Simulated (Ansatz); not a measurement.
**AlClGaH₅OSi: up Jacob's ladder to CCSD(T)**

The task here is to estimate one member of a computed series from the others.

Method: functionals in def2-TZVPP, the program's frozen cores in correlated methods; program: Ansatz 0.2.0, Gaussian basis.

The runs, in order: LDA (SPW92), PBE-D4, revPBE-D4, BLYP-D4, r2SCAN-D4, B97M-V, PBE0-D4, B3LYP-D4, r2SCANh-D4, r2SCAN0-D4, HSE06-D4, BHLYP-D4, CAM-B3LYP-D4, LC-ωPBE, ωB97X-V, ωB97M-V, B2PLYP, PBE-QIDH; CCSD(T)/def2-SVP; CCSD(T)/def2-TZVPP; MP2/def2-QZVPP; extrapolation to the limit; RPA on PBE.

## Structure used throughout

All runs share one geometry, relaxed beforehand with PBE0-D4 in a triple-zeta def2 set.

SMILES `[SiH3][O][Al]([Cl])[GaH2]`, 10 atoms, charge 0, spin multiplicity 1.

Atoms are counted from 1 here; the program's logs count them from 0.

Bond lengths: Si1–O2 1.630 Å, Si1–H6 1.487 Å, Si1–H7 1.487 Å, Si1–H8 1.486 Å, O2–Al3 1.681 Å, Al3–Cl4 2.107 Å, Al3–Ga5 2.498 Å, Ga5–H9 1.573 Å, Ga5–H10 1.573 Å. Angles: O2–Si1–H6 110.3°, O2–Si1–H7 110.4°, O2–Si1–H8 109.3°, H6–Si1–H7 109.0°, H6–Si1–H8 109.0°, H7–Si1–H8 108.9°, Si1–O2–Al3 160.9°, O2–Al3–Cl4 117.2°, O2–Al3–Ga5 122.0°, Cl4–Al3–Ga5 120.8°, Al3–Ga5–H9 121.5°, Al3–Ga5–H10 121.4°, H9–Ga5–H10 117.1°.

The first run:

in.yaml

```yaml
crystal:
  periodic: [false, false, false]
  atoms:
    - {symbol: Si, position_ang: [1.142280, -1.528190, 1.394421]}
    - {symbol: O, position_ang: [0.335884, -0.522416, 0.396400]}
    - {symbol: Al, position_ang: [-0.606440, 0.028326, -0.881470]}
    - {symbol: Cl, position_ang: [-1.346389, -1.416794, -2.224825]}
    - {symbol: Ga, position_ang: [-1.122632, 2.452207, -1.198596]}
    - {symbol: H, position_ang: [2.252685, -2.196009, 0.665376]}
    - {symbol: H, position_ang: [0.225469, -2.566136, 1.935554]}
    - {symbol: H, position_ang: [1.707653, -0.747022, 2.525638]}
    - {symbol: H, position_ang: [-2.400658, 3.110459, -0.559056]}
    - {symbol: H, position_ang: [-0.187820, 3.385574, -2.053432]}
basis:
  gaussian: {orbitals: def2-TZVPP}
hamiltonian: {xc: lda}
output: {orbitals: {seedname: orbitals}}
```

Steps of the session up to this table: LDA; PBE-D4 (GGA); revPBE-D4 (GGA); BLYP-D4 (GGA); r2SCAN-D4 (meta-GGA); B97M-V (meta-GGA); PBE0-D4 (hybrid); B3LYP-D4 (hybrid); r2SCANh-D4 (hybrid); r2SCAN0-D4 (hybrid); HSE06-D4 (hybrid); BHLYP-D4 (hybrid); CAM-B3LYP-D4 (range-separated); LC-ωPBE (range-separated); ωB97X-V (range-separated); ωB97M-V (range-separated); B2PLYP (double hybrid); PBE-QIDH (double hybrid).

One of the session's tables, all rows but one given; the rest of the session is left out.

It belongs to the step «Orbital energies across the functionals». 

| functional | HOMO (eV) | LUMO (eV) | gap (eV) |
| --- | --- | --- | --- |
| LDA (SPW92) | -6.68 | -3.47 | 3.20 |
| PBE-D4 | -6.56 | -3.21 | 3.35 |
| revPBE-D4 | -6.50 | -3.08 | 3.42 |
| BLYP-D4 | -6.41 | -3.11 | 3.30 |
| r2SCAN-D4 | -6.79 | -2.98 | 3.82 |
| B97M-V | ? | ? | ? |
| PBE0-D4 | -7.61 | -2.41 | 5.20 |
| B3LYP-D4 | -7.41 | -2.64 | 4.77 |
| r2SCANh-D4 | -7.18 | -2.70 | 4.48 |
| r2SCAN0-D4 | -7.76 | -2.29 | 5.47 |
| HSE06-D4 | -7.22 | -2.78 | 4.44 |
| BHLYP-D4 | -8.55 | -1.61 | 6.93 |
| CAM-B3LYP-D4 | -8.84 | -1.46 | 7.38 |
| LC-ωPBE | -10.11 | -0.30 | 9.82 |
| ωB97X-V | -9.80 | -0.45 | 9.35 |
| ωB97M-V | -9.59 | -0.67 | 8.91 |

Q: Estimate the row for B97M-V from the others.

**Answer.** HOMO (eV): -6.88; LUMO (eV): -3.18; gap (eV): 3.70. In the column «HOMO (eV)» it lies between r2SCANh-D4 (-7.18) and r2SCAN-D4 (-6.79).
